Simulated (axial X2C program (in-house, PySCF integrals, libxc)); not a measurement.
**FSeF⁻: bond lengths and stretches, held linear**

The task here is to estimate one member of a computed series from the others.

Program: an in-house X2C program for linear molecules on PySCF integrals. Level of theory: all-electron X2C, two-component (2c) or spin-free, F dyall-av3z, Se dyall-v3z. These are calculated values, not measurements.

All values are calculated.

2 further runs of the same task are left out: 2 set aside as unsound or not needed.

Set-up of the first run:

The input, task.json:

```json
{"zs": [9, 34, 9], "q": -1, "bas": ["dyall-av3z", "dyall-v3z", "dyall-av3z"], "r0": [1.8, 1.8], "symm": 1, "scan": ["PBE0", "HF", "PBE"], "levels": ["PBE0", "HF", "B3LYP"], "nst": 2}
```

Keys: zs atomic numbers; q charge; bas basis sets; r0 starting distance in Å; symm equal bonds; scan levels of the two-bond scan (MP2 follows by itself at each HF point); levels methods; nst determinants followed.

Command:

```bash
$ python solin.py task.json out
```

Masses F 18.998, Se 79.917, F 18.998 u.

Among the steps run: Scan at PBE0, 2c; Scan at HF, 2c; Scan at PBE, 2c.

One of the session's tables, all rows but one given; the rest of the session is left out.

| level | r(F–Se) (Å) | r(Se–F) (Å) | lower stretch (cm⁻¹) | upper stretch (cm⁻¹) |
| --- | --- | --- | --- | --- |
| PBE0, 2c | 1.954 | 1.954 | 407.2 | 444.2 |
| HF, 2c | 1.941 | 1.941 | 349.9 | 451.0 |
| PBE, 2c | 1.990 | 1.990 | 392.2 | 421.4 |
| MP2, 2c | 1.960 | 1.960 | 405.6 | 446.8 |
| PBE0, spin-free | 1.952 | 1.952 | 408.1 | 445.4 |
| HF, spin-free | 1.939 | 1.939 | 350.5 | 452.4 |
| PBE, spin-free | ? | ? | ? | ? |
| MP2, spin-free | 1.958 | 1.958 | 406.8 | 447.9 |

**Question.** Estimate the row for PBE, spin-free.

The run gave: r(F–Se) (Å): 1.988; r(Se–F) (Å): 1.988; lower stretch (cm⁻¹): 392.9; upper stretch (cm⁻¹): 422.7. In the column «r(F–Se) (Å)» it lies between MP2, 2c (1.960) and PBE, 2c (1.990).

Scans not shown above were run alike.

To keep in mind: For an anion the highest level of a functional can be positive, and the basis then holds the extra electron. The molecule was held linear; bending was not examined, so a bent shape may lie lower. Note: functional without a current term on a determinant with orbital currents, of the molecule or an atom.
